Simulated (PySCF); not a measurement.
# CuNH: relaxation and vibrations of the doublet

Where does doublet CuNH go from a bent start, is the end point a minimum, and what are its modes, charges and moments?

Program: PySCF 2.14.0. Level of theory: PBE0, basis Cu def2-TZVP, N def2-TZVP, H def2-TZVP, no relativity, density fitting. These are calculated values, not measurements.

**1. The starting structure**

3 atoms, charge 0, spin multiplicity 2.

Bond lengths: Cu1–N2 1.750 Å, Cu1–H3 1.440 Å. Angles: N2–Cu1–H3 110.0°.

Coordinates in bohr (charge 0 multiplicity 2):
```
Cu    0.0000    0.0000    0.0000
N    -2.7089    0.0000    1.8969
H     2.2291    0.0000    1.5609
```

**2. First SCF at the start**

The steps below are one call of a driver around PySCF. For each, scf.py gives the equivalent set-up of the SCF; relaxations use the driver's own optimiser. After this first run the driver tries any further starts and a stability analysis.

Input file scf.py:

```python
from pyscf import gto, scf, dft
mol = gto.M(atom='''
Cu     0.000000     0.000000     0.000000
N     -1.433500     0.000000     1.003800
H      1.179600     0.000000     0.826000''',
    basis={'Cu': 'def2-TZVP', 'N': 'def2-TZVP', 'H': 'def2-TZVP'},
    charge=0, spin=1)
mf = dft.UKS(mol, xc='PBE0')
mf.grids.atom_grid = (50, 194)
aux = {'Cu': 'def2-universal-JKFIT', 'N': 'def2-universal-JKFIT', 'H': 'def2-universal-JKFIT'}
mf = mf.density_fit(auxbasis=aux)
mf.conv_tol = 1e-08
mf.diis_space = 10
mf.max_cycle = 60
mf.init_guess = 'minao'
mf.verbose = 4
mf.kernel()
```

On the command line:

```bash
OMP_NUM_THREADS=2 python axn.py task.json out
```

What it wrote:

```text
init E= -1694.94430332545
[... the frontier-level lines of each cycle are left out ...]
cycle= 1 E= -1691.36322771128  delta_E= 3.58  |g|= 4.24  |ddm|= 1.52
cycle= 2 E= -1679.59390508974  delta_E= 11.8  |g|= 7.62  |ddm|= 4.64
cycle= 3 E= -1694.40010359172  delta_E= -14.8  |g|= 1.96  |ddm|= 3.91
cycle= 4 E= -1690.93901424812  delta_E= 3.46  |g|= 2.11  |ddm|=  3.2
cycle= 5 E= -1695.3511832703  delta_E= -4.41  |g|=  0.2  |ddm|= 3.16
cycle= 6 E= -1695.38037984488  delta_E= -0.0292  |g|= 0.0728  |ddm|= 0.256
cycle= 7 E= -1695.38262114523  delta_E= -0.00224  |g|= 0.0404  |ddm|= 0.0633
cycle= 8 E= -1695.38375694282  delta_E= -0.00114  |g|= 0.0302  |ddm|= 0.033
cycle= 9 E= -1695.38567265433  delta_E= -0.00192  |g|= 0.0175  |ddm|= 0.0589
cycle= 10 E= -1695.38655296473  delta_E= -0.00088  |g|= 0.0182  |ddm|= 0.0275
cycle= 11 E= -1695.38252938929  delta_E= 0.00402  |g|= 0.00972  |ddm|= 0.204
cycle= 12 E= -1695.38256367924  delta_E= -3.43e-05  |g|= 0.00812  |ddm|= 0.0311
cycle= 13 E= -1695.38285959239  delta_E= -0.000296  |g|= 0.00581  |ddm|= 0.031
cycle= 14 E= -1695.38296642489  delta_E= -0.000107  |g|= 0.00524  |ddm|= 0.0163
cycle= 15 E= -1695.38358273239  delta_E= -0.000616  |g|= 0.00548  |ddm|= 0.0775
cycle= 16 E= -1695.38396447119  delta_E= -0.000382  |g|= 0.00389  |ddm|= 0.127
cycle= 17 E= -1695.38386324876  delta_E= 0.000101  |g|= 0.0046  |ddm|= 0.0538
cycle= 18 E= -1695.38395695218  delta_E= -9.37e-05  |g|= 0.00233  |ddm|= 0.0575
cycle= 19 E= -1695.38395468181  delta_E= 2.27e-06  |g|= 0.00209  |ddm|= 0.00903
cycle= 20 E= -1695.3839587982  delta_E= -4.12e-06  |g|= 0.000455  |ddm|= 0.0169
cycle= 21 E= -1695.3839602943  delta_E= -1.5e-06  |g|= 0.000299  |ddm|= 0.00912
cycle= 22 E= -1695.38396057225  delta_E= -2.78e-07  |g|= 0.000155  |ddm|= 0.004
cycle= 23 E= -1695.38396065264  delta_E= -8.04e-08  |g|= 0.00011  |ddm|= 0.000868
cycle= 24 E= -1695.38396071081  delta_E= -5.82e-08  |g|= 2.57e-05  |ddm|= 0.00117
cycle= 25 E= -1695.38396070846  delta_E= 2.35e-09  |g|= 1.57e-05  |ddm|= 0.000116
Extra cycle  E= -1695.38396070985  delta_E= -1.39e-09  |g|= 2.41e-05  |ddm|= 6.26e-05
converged SCF energy = -1695.38396070985  <S^2> = 0.96682153  2S+1 = 2.2061927
```

This step, with its further starts and checks, ran for 10 s (2 threads of Arm Neoverse V1, shared host).

The starts that the driver tried:

```csv
start,energy (Eh)
the minimal-basis guess,-1695.383961
a thermally smeared density,-1695.399041
a smeared PBE density,-1695.399041
```

This is not the lowest solution: one lies 39.6 kJ/mol lower, at -1695.39904 Eh, and the relaxation starts from that.

**3. Bent start, doublet: relaxation**

The program finds Cs symmetry in the start, which this walk keeps.

scf.py, as its differences from that of step 2:

```diff
@@ -3,3 +3,3 @@
-Cu     0.000000     0.000000     0.000000
-N     -1.433500     0.000000     1.003800
-H      1.179600     0.000000     0.826000''',
+Cu     0.242295     0.000000    -0.191027
+N     -1.191205     0.000000     0.812773
+H      1.421895     0.000000     0.634973''',
@@ -15 +14,0 @@
-mf.init_guess = 'minao'
```

Energy and gradient, step by step:

```csv
step,energy (Eh),change (kJ/mol),largest symmetric gradient (Eh/bohr)
0,-1695.399041,0.00,0.01803
1,-1695.400533,-3.92,0.01094
2,-1695.401581,-6.67,0.00340
3,-1695.401685,-6.94,0.00393
4,-1695.401792,-7.22,0.00292
5,-1695.401841,-7.35,0.00152
6,-1695.401855,-7.39,0.00096
7,-1695.401857,-7.39,0.00044
8,-1695.401858,-7.40,0.00008
```

The walk took 12 s.

Geometry (Å) and forces (eV/Å) at some steps:

```
step 0
Cu   0.242   0.000  -0.191  -0.290   0.000  -0.758
N   -1.191   0.000   0.813  -0.637   0.000   0.294
H    1.422   0.000   0.635   0.927   0.000   0.464
step 1
Cu   0.239   0.000  -0.188  -0.216   0.000  -0.315
N   -1.224   0.000   0.813  -0.347   0.000   0.100
H    1.457   0.000   0.632   0.563   0.000   0.215
step 4
Cu   0.227   0.000  -0.138   0.056   0.000   0.150
N   -1.317   0.000   0.792   0.048   0.000  -0.059
H    1.563   0.000   0.602  -0.104   0.000  -0.092
step 8
Cu   0.230   0.000  -0.118   0.003   0.000  -0.002
N   -1.325   0.000   0.784  -0.004   0.000   0.002
H    1.569   0.000   0.591   0.002   0.000   0.000
```

End point (Cs, 8 steps, 7.4 kJ/mol gained): Cu–H 1.515 Å, Cu–N 1.798 Å; H–Cu–N 122.0°.

**4. Vibrations and properties at this point**

The point is checked on the finer grid, and tightened if its gradient asks for it. The Hessian and the dipole derivatives come from central differences of analytic gradients, with steps of 0.02 bohr.

scf.py, as its differences from that of step 3:

```diff
@@ -3,3 +3,3 @@
-Cu     0.242295     0.000000    -0.191027
-N     -1.191205     0.000000     0.812773
-H      1.421895     0.000000     0.634973''',
+Cu     0.262074     0.000000    -0.171368
+N     -1.292981     0.000000     0.731439
+H      1.600944     0.000000     0.537508''',
@@ -9 +9 @@
-mf.grids.atom_grid = (50, 194)
+mf.grids.atom_grid = (75, 302)
@@ -12 +12 @@
-mf.conv_tol = 1e-08
+mf.conv_tol = 1e-10
```

This SCF starts from the last density.

SCF at the final geometry:

```text
init E= -1695.40178877541
[... the frontier-level lines of each cycle are left out ...]
cycle= 1 E= -1695.40178877539  delta_E= 1.3e-11  |g|= 9.25e-06  |ddm|= 4.05e-06
Extra cycle  E= -1695.40178877519  delta_E= 2.03e-10  |g|= 3.46e-05  |ddm|= 1.37e-05
converged SCF energy = -1695.40178877519  <S^2> = 1.608179  2S+1 = 2.7263008
```

The whole step took 39 s.

Geometry: Cs; Cu–H 1.515 Å, Cu–N 1.798 Å; H–Cu–N 122.0°.

Modes, for the most abundant isotopes:

| symmetry | ω (cm⁻¹) | IR (km/mol) | type |
| --- | --- | --- | --- |
| a' | 391 | 103 | bend |
| a' | 561 | 6.9 | stretch |
| a' | 1768 | 15.3 | stretch |

No imaginary mode, so this is a minimum.

Constants and moments:

```
Dipole moment                                                   : 2.45 D
Highest occupied level                                          : -7.21 eV
Lowest empty level                                              : -4.02 eV
Rotational constants                                            : 10.63, 0.4395, 0.422 cm⁻¹
Zero-point energy                                               : 16.3 kJ/mol
Principal polarisabilities                                      : 21.9, 28.9, 61.9 bohr³
Atomisation energy without zero-point energy                    : 296 kJ/mol
Principal traceless quadrupole moments about the centre of mass : -4.39, 2.03, 2.36 D Å
Entropy at 298.15 K and 1 bar (electronic part: spin only)      : 256.2 J/(mol K)
Heat capacity Cp at 298.15 K                                    : 44.3 J/(mol K)
Enthalpy at 298.15 K above 0 K                                  : 11.23 kJ/mol
Rotational symmetry number                                      : 1
Spin squared ⟨S²⟩                                               : 1.608
```

Populations by atom (charges in e):

```tsv
atom	Mulliken	Löwdin	polar tensor	spin (Mulliken)	Mayer order to Cu1
Cu1	0.30	0.24	0.48	-0.25	–
N2	-0.23	-0.15	-0.25	1.54	1.12
H3	-0.08	-0.09	-0.23	-0.29	0.85
```

Outer orbital energies (eV). α occupied: -11.27, -11.00, -10.37, -10.16, -9.98, -8.88, -8.56, -8.03; empty: -4.02, -0.99, 2.01, 2.37. β occupied: -18.84, -11.77, -11.12, -10.46, -10.42, -10.35, -8.74, -7.21; empty: -2.83, -2.58, -0.71, 2.37.

Mulliken populations on Cu1: s 6.85, p 12.29, d 9.55, f 0.00.

**5. Outcome**

| quantity | value |
| --- | --- |
| minimum | broken-symmetry (Ms = 1/2), Cs |
| geometry | Cu–H 1.515 Å, Cu–N 1.798 Å; H–Cu–N 122.0° |
| wavenumbers (cm⁻¹) | 391 (a'), 561 (a'), 1768 (a') |
| dipole moment | 2.45 D |
| highest occupied, lowest empty level (either spin) | -7.21, -4.02 eV |
| polar-tensor charge of Cu1 | +0.48 e |
| zero-point energy | 16.3 kJ/mol |
| entropy at 298.15 K | 256.2 J/(mol K) |
| atomisation energy (no zero-point energy) | 296 kJ/mol |
| ⟨S²⟩ | 1.608 |

The bent start keeps its Cs symmetry and ends in a minimum. The determinant is spin-contaminated (⟨S²⟩ = 1.61 against 0.75), so it is no pure spin state. In the infrared the band at 391 cm⁻¹ (a', bend) leads. The first SCF alone would have been 40 kJ/mol too high. Other starts or spin states, not run here, may lie lower. One determinant may miss the lowest occupation of an open d or f shell.

The search up to here took 62 s.
